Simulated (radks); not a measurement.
**Valence configurations of Os³⁺**

Aim: which of several valence configurations of Os³⁺ lies lowest at this level, and whether it is the one NIST lists ([Xe] 4f14 5d5).

Method: Dirac Kohn-Sham, PBEsol, spin-unpolarised, spherical densities, point nucleus; open shells are shared between the two j in proportion to 2j + 1. Code: radks (a radial shooting solver on a logarithmic mesh, Libxc functionals) version 1.

## Step 1: The system

- element: osmium (Z = 76)
- charge: +3
- electrons: 73
- configuration: [Xe] 4f14 5d5
- others tried: 4f13 5d6; 4f13 5d5 6p1; 4f13 5d4.5 6p1.5; 4f12 5d6 6p1; 4f12.5 5d5 6p1.5; 4f14 5d4 6s1; 4f14 5d4 6p1; 4f12 5d5 6s1 6p1; 4f13 5d5.5 6p0.5

Outer shells as boxes (Hund's rule):

Os³⁺
```
[Xe] core
4f [↑↓][↑↓][↑↓][↑↓][↑↓][↑↓][↑↓]
5d [↑ ][↑ ][↑ ][↑ ][↑ ]
```

## Step 2: [Xe] 4f14 5d5

The run's settings:

```text
Z 76
configuration [Xe] 4f14 5d5
relativity Dirac
functional pbe_sol,pbe_sol
spin unpolarised
j_filling average
nucleus point
c 137.035999084
```

The run is started by

```sh
$ python run_ks.py task.json out
```

The same process makes all the runs of this session.

## Step 3: [Xe] 4f13 5d6

Settings, as their differences from step 2:

```diff
@@ -1,3 +1,3 @@
 Z 76
-configuration [Xe] 4f14 5d5
+configuration [Xe] 4f13 5d6
 relativity Dirac
```

## Step 4: [Xe] 4f13 5d5 6p1

Settings, as their differences from step 3:

```diff
@@ -1,3 +1,3 @@
 Z 76
-configuration [Xe] 4f13 5d6
+configuration [Xe] 4f13 5d5 6p1
 relativity Dirac
```

## Step 5: [Xe] 4f13 5d4.5 6p1.5

Settings, as their differences from step 4:

```diff
@@ -1,3 +1,3 @@
 Z 76
-configuration [Xe] 4f13 5d5 6p1
+configuration [Xe] 4f13 5d4.5 6p1.5
 relativity Dirac
```

## Step 6: [Xe] 4f12 5d6 6p1

Settings, as their differences from step 5:

```diff
@@ -1,3 +1,3 @@
 Z 76
-configuration [Xe] 4f13 5d4.5 6p1.5
+configuration [Xe] 4f12 5d6 6p1
 relativity Dirac
```

## Step 7: [Xe] 4f12.5 5d5 6p1.5

Settings, as their differences from step 6:

```diff
@@ -1,3 +1,3 @@
 Z 76
-configuration [Xe] 4f12 5d6 6p1
+configuration [Xe] 4f12.5 5d5 6p1.5
 relativity Dirac
```

## Step 8: [Xe] 4f14 5d4 6s1

Settings, as their differences from step 7:

```diff
@@ -1,3 +1,3 @@
 Z 76
-configuration [Xe] 4f12.5 5d5 6p1.5
+configuration [Xe] 4f14 5d4 6s1
 relativity Dirac
```

## Step 9: [Xe] 4f14 5d4 6p1

Settings, as their differences from step 8:

```diff
@@ -1,3 +1,3 @@
 Z 76
-configuration [Xe] 4f14 5d4 6s1
+configuration [Xe] 4f14 5d4 6p1
 relativity Dirac
```

## Step 10: [Xe] 4f12 5d5 6s1 6p1

Settings, as their differences from step 9:

```diff
@@ -1,3 +1,3 @@
 Z 76
-configuration [Xe] 4f14 5d4 6p1
+configuration [Xe] 4f12 5d5 6s1 6p1
 relativity Dirac
```

## Step 11: [Xe] 4f13 5d5.5 6p0.5

Settings, as their differences from step 10:

```diff
@@ -1,3 +1,3 @@
 Z 76
-configuration [Xe] 4f12 5d5 6s1 6p1
+configuration [Xe] 4f13 5d5.5 6p0.5
 relativity Dirac
```

What does the calculation give? Wanted: for each run, valence; E − E(NIST configuration); highest level; its energy; 1s shift.

As calculated:

| valence | E − E(NIST configuration) (eV) | highest level | its energy (eV) | 1s shift (eV) |
| --- | --- | --- | --- | --- |
| 4f14 5d5 | 0.000 | 5d5/2 | -34.483 | +0.00 |
| 4f14 5d4 6s1 | 5.161 | 6s1/2 | -31.927 | -3.83 |
| 4f14 5d4 6p1 | 13.900 | 6p3/2 | -23.372 | -5.32 |
| 4f13 5d6 | 52.082 | 5d5/2 | -36.255 | -11.24 |
| 4f13 5d5.5 6p0.5 | 59.526 | 6p3/2 | -22.795 | -13.96 |
| 4f13 5d5 6p1 | 67.473 | 6p3/2 | -23.750 | -16.71 |
| 4f13 5d4.5 6p1.5 | 75.934 | 6p3/2 | -24.660 | -19.49 |
| 4f12.5 5d5 6p1.5 | 106.50 | 6p3/2 | -24.838 | -25.40 |
| 4f12 5d6 6p1 | 130.15 | 6p3/2 | -24.093 | -28.58 |
| 4f12 5d5 6s1 6p1 | 139.56 | 6p3/2 | -25.175 | -32.86 |

Theory agrees with NIST among these: the next, 4f14 5d4 6s1, lies 5.161 eV higher. The energies are those of spherical spin-averaged densities, not of single terms. The 1s eigenvalue shifts by up to 32.86 eV as the valence charge is rearranged.
